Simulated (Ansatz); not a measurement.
# C8H15N: the cost of one run

Computed with Ansatz 0.2.0 (DFT PBE+D3(BJ), Gaussian basis def2-SVP, and further levels as typed in the inputs, unless a step's input says otherwise).

## (1) The structure to begin with

Bond lengths (14 of 25 bonds, heavy atoms first): C1–C2 1.536 Å, C2–C3 1.535 Å, C3–C4 1.523 Å, C4–N5 1.466 Å, N5–C6 1.480 Å, C6–C7 1.532 Å, C4–C8 1.521 Å, C7–C8 1.515 Å, C1–C9 1.535 Å, C8–C9 1.520 Å, C1–H10 1.096 Å, C1–H11 1.097 Å, C2–H12 1.096 Å, C2–H13 1.097 Å. Angles (14 of 51 angles, heavy atoms first): C1–C2–C3 112.9°, C2–C1–C9 112.9°, C2–C3–C4 109.3°, C3–C4–N5 116.6°, C3–C4–C8 110.1°, N5–C4–C8 102.4°, C4–N5–C6 104.9°, N5–C6–C7 107.3°, C6–C7–C8 102.9°, C4–C8–C7 101.4°, C4–C8–C9 110.6°, C7–C8–C9 117.7°, C1–C9–C8 109.4°, C1–C2–H12 109.6°.

Coordinates:

```xyz
24

C     2.1999   -0.2947    0.0693
C     1.9245    1.1750   -0.2807
C     0.5621    1.3824   -0.9573
C    -0.5272    0.7495   -0.1009
N    -1.8843    0.7563   -0.6549
C    -2.5987   -0.3122    0.0778
C    -1.5375   -1.1995    0.7374
C    -0.2542   -0.7358    0.0796
C     1.0457   -0.9526    0.8377
H     3.1214   -0.3657    0.6582
H     2.3737   -0.8526   -0.8595
H     2.7200    1.5521   -0.9333
H     1.9604    1.7709    0.6399
H     0.3719    2.4536   -1.0892
H     0.5794    0.9319   -1.9576
H    -0.5518    1.2632    0.8711
H    -1.8400    0.4978   -1.6413
H    -3.2179   -0.8886   -0.6178
H    -3.2608    0.1240    0.8331
H    -1.5139   -1.0199    1.8188
H    -1.7248   -2.2642    0.5682
H    -0.1710   -1.2287   -0.9016
H     1.2417   -2.0236    0.9601
H     0.9813   -0.5186    1.8430
```

## (2) Relaxing the atoms: C8H15N

Input file input.yaml:

```yaml
relax:
  f_tol: 0.01
  max_steps: 200
crystal:
  periodic: [false, false, false]
  atoms:
    - { symbol: C, position_ang: [2.19994, -0.294726, 0.069255] }
    - { symbol: C, position_ang: [1.924539, 1.175011, -0.280731] }
    - { symbol: C, position_ang: [0.562079, 1.382377, -0.957258] }
    - { symbol: C, position_ang: [-0.527239, 0.749523, -0.100924] }
    - { symbol: "N", position_ang: [-1.88434, 0.756333, -0.654919] }
    - { symbol: C, position_ang: [-2.598666, -0.312188, 0.077832] }
    - { symbol: C, position_ang: [-1.537494, -1.199487, 0.737409] }
    - { symbol: C, position_ang: [-0.254216, -0.735842, 0.079557] }
    - { symbol: C, position_ang: [1.045682, -0.95262, 0.837747] }
    - { symbol: H, position_ang: [3.121366, -0.365739, 0.658163] }
    - { symbol: H, position_ang: [2.373703, -0.852635, -0.859537] }
    - { symbol: H, position_ang: [2.720003, 1.552145, -0.933345] }
    - { symbol: H, position_ang: [1.96044, 1.770947, 0.639936] }
    - { symbol: H, position_ang: [0.371865, 2.453598, -1.089235] }
    - { symbol: H, position_ang: [0.579442, 0.931927, -1.957626] }
    - { symbol: H, position_ang: [-0.55176, 1.263151, 0.871139] }
    - { symbol: H, position_ang: [-1.840036, 0.497842, -1.641337] }
    - { symbol: H, position_ang: [-3.217863, -0.888638, -0.617759] }
    - { symbol: H, position_ang: [-3.260791, 0.123986, 0.833082] }
    - { symbol: H, position_ang: [-1.513853, -1.019916, 1.818764] }
    - { symbol: H, position_ang: [-1.724838, -2.264178, 0.568167] }
    - { symbol: H, position_ang: [-0.170971, -1.22865, -0.901557] }
    - { symbol: H, position_ang: [1.241736, -2.023599, 0.96015] }
    - { symbol: H, position_ang: [0.981272, -0.518623, 1.843027] }
basis:
  gaussian: { orbitals: def2-SVP }
hamiltonian:
  xc: pbe
  dispersion: d3bj
```

Started as:

```console
ansatz run input.yaml --threads 2 --pin off --max-ram 6144MiB --backend cpu --events-out ev --progress --plain --runs-dir out
```

Q: Estimate wall time and peak memory on 2 threads of Intel Xeon Platinum 8259CL at 2.50GHz (Skylake/Cascade Lake), shared host.

About 84 s, with a peak of 0.34 GiB.
